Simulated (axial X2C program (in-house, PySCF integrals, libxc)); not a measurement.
**TiC⁻: EOM-EA-CCSD levels**

Wanted for TiC⁻: EOM-EA-CCSD levels, at the two-component level.

Method: two-component X2C with atomic mean-field terms, Ti dyall-acv3z, C dyall-av3z; program: an in-house X2C program for linear molecules on PySCF integrals.

All values are calculated.

**1. The job**

task.json

```json
{"zs": [22, 6], "q": -1, "bas": ["dyall-acv3z", "dyall-av3z"], "r0": 1.84, "eom": "ea", "thr": -2.0, "nmax": 92, "grid": [1, 0.96, 1.045, 0.92, 1.09, 1.15], "rq": 0}
```

Keys: zs atomic numbers; q charge; bas basis sets; r0 starting distance in Å; eom kind of EOM run; thr threshold in hartree for freezing inner shells (an s shell follows its p shell); nmax most natural virtual spinors; grid distances as factors.

Launch:

```console
python soeom.py task.json out
```

The runs that follow: EOM-EA-CCSD at 1.643 Å.

Before running it: what results should come out? Wanted: next root led by one particle; T1 of the reference.

**Answer**, as computed:

```
                     quantity                             value
       lowest root at 1.643 Å                 Ω = 1/2, 1.233 eV
next root led by one particle  Ω = 1/2, about 11010 cm⁻¹ higher
          T1 of the reference                             0.078
```

In words: The added electron is bound by 1.23 eV in a spinor of 53% Ti sσ, 27% Ti pσ, 13% C pσ. The closed-shell reference lies 0.19 eV above the lowest determinant found, so these energies count from an excited configuration. Errors of 0.1 to 0.3 eV are usual at this size, and roots led by higher excitations are left out, so the list is incomplete, and low states of that kind can be missing. T1 or the largest double amplitude of the reference is raised, which lowers the reliability.
